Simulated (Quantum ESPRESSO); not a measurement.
AlIn: zone-centre phonons under several settings

```xyz
2
Lattice="3.0541 0.0000 0.0000 -1.5271 2.6450 0.0000 0.0000 0.0000 5.8280" Properties=species:S:1:pos:R:3 pbc="T T T"
Al    0.0000    0.0000    0.0000
In    0.0000    0.0000    2.9140
```

The cell was built by a generator and needn't be a form met in nature.

All runs used Quantum ESPRESSO 7.5; k mesh 8 × 8 × 4; given cell, atoms relaxed; no spin polarisation; occupations cold, width 0.2 eV.

```tsv
level	potentials	cutoff (eV)	pressure (GPa)	lowest optical mode without the field (cm⁻¹)
PBE	SPMS 1.0 PBE	857	0.1	15i
PBE	Ansatz NC SR PBE	952	?	?
```

What stands in the row left open?

Pressure 0.0 GPa; lowest optical mode without the field 16i cm⁻¹.

Values marked i are imaginary: the cell is unstable against those modes at that level, or the meshes are too thin.

Caveats: the mesh is thin for the phonons of a metal; some modes are imaginary.

For the row left open. Caveat: the mesh is thin for the phonons of a metal; some modes are imaginary.
